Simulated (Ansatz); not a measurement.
# Si₂GeH₇ radical: basis-set convergence

Aim: see how fast density functionals converge with the basis set for Si₂GeH₇ radical.

Method: one geometry, several basis sets; program: Ansatz 0.2.0, Gaussian basis.

The runs, in order: PBE0-D4/def2-SVP; ωB97M-V/def2-SVP; PBE0-D4/def2-QZVPP; ωB97M-V/def2-QZVPP; the functionals' def2-TZVPP values are taken from earlier runs.

### 1 The geometry

An earlier PBE0-D4 in a triple-zeta def2 set relaxation fixed the geometry.

SMILES `[SiH2][GeH2][SiH3]`, 10 atoms, charge 0, spin multiplicity 2.

Atoms are counted from 1 here; the program's logs count them from 0.

Bond lengths: Si1–Ge2 2.371 Å, Si1–H4 1.489 Å, Si1–H5 1.489 Å, Ge2–Si3 2.379 Å, Ge2–H6 1.544 Å, Ge2–H7 1.540 Å, Si3–H8 1.487 Å, Si3–H9 1.486 Å, Si3–H10 1.487 Å. Angles: Ge2–Si1–H4 112.8°, Ge2–Si1–H5 114.4°, H4–Si1–H5 109.6°, Si1–Ge2–Si3 109.9°, Si1–Ge2–H6 110.9°, Si1–Ge2–H7 108.7°, Si3–Ge2–H6 109.7°, Si3–Ge2–H7 110.0°, H6–Ge2–H7 107.5°, Ge2–Si3–H8 109.6°, Ge2–Si3–H9 109.7°, Ge2–Si3–H10 110.8°, H8–Si3–H9 108.8°, H8–Si3–H10 108.9°, H9–Si3–H10 109.0°.

### 2 PBE0-D4 in def2-SVP

in.yaml reads:

```yaml
crystal:
  periodic: [false, false, false]
  atoms:
    - {symbol: Si, position_ang: [-1.908221, 0.629550, -0.839583]}
    - {symbol: Ge, position_ang: [0.377695, 0.792847, -0.230007]}
    - {symbol: Si, position_ang: [1.004393, -1.091599, 1.079714]}
    - {symbol: H, position_ang: [-2.226231, -0.640326, -1.549408]}
    - {symbol: H, position_ang: [-2.419896, 1.784907, -1.627840]}
    - {symbol: H, position_ang: [1.277414, 0.879585, -1.481889]}
    - {symbol: H, position_ang: [0.581690, 2.087882, 0.577387]}
    - {symbol: H, position_ang: [0.764513, -2.337999, 0.305568]}
    - {symbol: H, position_ang: [0.188437, -1.133464, 2.321453]}
    - {symbol: H, position_ang: [2.443206, -1.022484, 1.447605]}
basis:
  gaussian: {orbitals: def2-SVP}
magnetization: {spin_polarized: true, initial_magnetization: 1}
hamiltonian: {xc: pbe0, dispersion: d4}
output: {orbitals: {seedname: orbitals}}
```

Launch:

```bash
$ ansatz run in.yaml --threads 4 --pin off --events-out ev --progress --plain --max-ram 10444MiB
```

After this run come: ωB97M-V in def2-SVP; PBE0-D4 in def2-QZVPP; ωB97M-V in def2-QZVPP.

Q: Predict the results of all the runs planned. Wanted: PBE0-D4: double and triple zeta above quadruple; ωB97M-V: double and triple zeta above quadruple.

The runs gave:

| quantity | value |
| --- | --- |
| PBE0-D4: double and triple zeta above quadruple | 14.41, 1.75 eV |
| ωB97M-V: double and triple zeta above quadruple | 14.42, 1.69 eV |

In words: PBE0-D4 gains 12.66 eV from double to triple zeta, then 1.75 eV more. Total energies overstate the basis error of differences, where much of it tends to cancel.
